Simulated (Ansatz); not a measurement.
# Hf4N: the cost of one run

Program: Ansatz 0.2.0. Level of theory: DFT PBE, scalar-relativistic, plane waves, PAW. These are calculated values, not measurements.

## Step 1: The structure to begin with

Symmetry: F-43m, No. 216, cubic system. Conventional cell: a = 7.121 Å, b = 7.121 Å, c = 7.121 Å, α = 90.00°, β = 90.00°, γ = 90.00°. Hf (site symmetry 3m) is surrounded by 1 N at 1.73 Å. N (site symmetry -43m) is surrounded by 4 Hf at 1.73 Å.

Structure file:

```cif
data_structure
_symmetry_space_group_name_H-M 'P 1'
_symmetry_Int_Tables_number 1
_cell_length_a 5.0352
_cell_length_b 5.0352
_cell_length_c 5.0352
_cell_angle_alpha 60.000
_cell_angle_beta 60.000
_cell_angle_gamma 60.000
_cell_volume 90.27
loop_
_atom_site_label
_atom_site_type_symbol
_atom_site_fract_x
_atom_site_fract_y
_atom_site_fract_z
_atom_site_occupancy
Hf1 Hf 0.11007 0.11007 0.11007 1
Hf2 Hf 0.11007 0.11007 0.66980 1
Hf3 Hf 0.11007 0.66980 0.11007 1
Hf4 Hf 0.66980 0.11007 0.11007 1
N1 N 0.25000 0.25000 0.25000 1
```

Recipe of the guess: random cell by space group and Wyckoff sites (F-43m, No. 216). Lengths come from tabulated atomic sizes and are only a guess.

## Step 2: The guess as it stands, on a coarse mesh

input.yaml reads:

```yaml
crystal:
  lattice:
    - [0.0, 3.56042797, 3.56042797]
    - [3.56042797, 0.0, 3.56042797]
    - [3.56042797, 3.56042797, 0.0]
  atoms:
    - { symbol: Hf, position: [0.11006823, 0.11006823, 0.11006823] }
    - { symbol: Hf, position: [0.11006823, 0.11006823, 0.6697953] }
    - { symbol: Hf, position: [0.11006823, 0.6697953, 0.11006823] }
    - { symbol: Hf, position: [0.6697953, 0.11006823, 0.11006823] }
    - { symbol: "N", position: [0.25, 0.25, 0.25] }
basis:
  ecutwfc: 420
kpoints:
  mp_grid: { grid: [4, 4, 4] }
hamiltonian:
  xc: pbe
scf:
  occupations: { method: gaussian, width: 0.1 }
  lower_state_search: "off"
output:
  forces: true
  stress: true
  eigenvalues: true
```

Run with:

```sh
ansatz run input.yaml --threads 1 --pin off --max-ram 2560MiB --backend cpu --events-out ev --progress --plain --runs-dir out
```

**Question.** How long does this run take on 1 thread of Intel Xeon Platinum 8488C (Sapphire Rapids), shared host, and how much memory does it need?

About 3.8 s, with a peak of 0.39 GiB.
